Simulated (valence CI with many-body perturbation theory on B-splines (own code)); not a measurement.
# Levels and ionisation energy of Hf⁵¹⁺

Aim: the low levels of Hf⁵¹⁺, its ionisation energy, and how pure its levels are, set against NIST.

Program: an in-house CI+MBPT code version 6. Level of theory: configuration interaction of the valence electrons, many-body perturbation theory for a frozen closed Dirac-Fock core, no-pair Dirac Hamiltonian, B-spline basis. These are calculated values, not measurements, unless marked.

**1. The atom as given**

```
element                                      : hafnium (Z = 72, A = 180)
charge                                       : +51
frozen core                                  : [Ar]
start configuration of the valence electrons : 3d3
nuclear rms radius                           : 5.3470 fm
```

**2. The calculation**

Settings, as recorded:

```ini
atom Hf  Z=72  mass_number=180  rms_radius_fm=5.3470
core [Ar]
valence 3d3
avg = 1
basis = M
beyond = 1
breit = 1
cap = 32000
capref = 2200
cscale = 1
de = 0.0
dress = 0
eps = 2e-08
extrap = 1
h = 0.27
hh = 1
l2 = 3
lcore = 6
maxit = 60
n2 = 5
natural = 1
nlev = 190
nno = [4, 4, 5, 4, 3, 1]
nroot = 40
nsp = [3, 3, 3, 2, 1, 0]
pt2 = 1
qed = 1
rpa = 1
s1 = 1
s2 = 1
s3 = 1
screen = 1
tol = 2e-05
whole = 1
```

The run is started by

```
$ python run_cv.py task.json out
```

task.json holds these settings.

**Question.** What will come out?

The runs gave:

| quantity | computed | tabulated |
| --- | --- | --- |
| lowest level | 3d3 ⁴F 3/2 | 3d3 ⁴F3/2 |
| first excitation | 3d3 ⁴F 5/2, 56.87 eV | - |
| ionisation energy, to 3d2 ³F J = 2 | 4704.3 eV | 4703 ± 4 eV (tabulated theoretical) |
| hyperfine A/(μ/I) of the lowest level | 97141 MHz | - |
| no level missing from the run's list below | 223.45 eV | - |

**Reading.** The ionisation energy is 1.3 eV (0.03 %) above the NIST entry, whose uncertainty is 4 eV. The lowest level is 100 % 3d3, but only 45 % ⁴F beside 39 % ²D, so its LS name says little. Cautions: the list stops below the first excitations out of the core; by estimate large intervals hold to a few tenths of a per cent, small ones and the rates on them less well; only levels of one parity were solved.
